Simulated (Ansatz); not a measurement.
**Cs (sc type): a single-point run**

The task is a single-point run on Cs (sc type).

Computed with Ansatz 0.2.0 (DFT, PBEsol, all-electron LAPW, scalar-relativistic, unless a step's input says otherwise).

**1. The structure to begin with**

Symmetry: Pm-3m, No. 221, cubic system. The conventional cell has a = 7.846 Å, b = 7.846 Å, c = 7.846 Å, α = 90.00°, β = 90.00°, γ = 90.00°.

Structure file:

```cif
data_structure
_symmetry_space_group_name_H-M 'P 1'
_symmetry_Int_Tables_number 1
_cell_length_a 7.8459
_cell_length_b 7.8459
_cell_length_c 7.8459
_cell_angle_alpha 90.000
_cell_angle_beta 90.000
_cell_angle_gamma 90.000
_cell_volume 482.98
loop_
_atom_site_label
_atom_site_type_symbol
_atom_site_fract_x
_atom_site_fract_y
_atom_site_fract_z
_atom_site_occupancy
Cs1 Cs 0.00000 0.00000 0.00000 1
```

**2. Input and run**

input.yaml reads:

```yaml
crystal:
  lattice:
    - [7.84590687, 0.0, 0.0]
    - [0.0, 7.84590687, 0.0]
    - [0.0, 0.0, 7.84590687]
  atoms:
    - { symbol: Cs, position: [0.0, 0.0, 0.0] }
kpoints:
  mp_grid: { grid: [8, 8, 8] }
scf:
  occupations: { method: fermi_dirac, width: 0.08 }
  max_iter: 60
hamiltonian:
  xc: pbesol
  pseudopotentials: { kind: all_electron, lapw: { basis_error: 0.001 } }
output:
  forces: true
  stress: true
  eigenvalues: true
  populations: true
```

Command:

```console
$ ansatz run input.yaml --threads 1 --pin off --max-ram 2048MiB --backend cpu --events-out ev --progress --plain --runs-dir out
```

What happens when this is run?

The program finished normally. Convergence says nothing about whether the input makes sense.

The geometry is stretched towards separate atoms, where one determinant is a poor description. The shortest distance in the input is 7.85 Å.

Fix: start from sensible bond lengths.
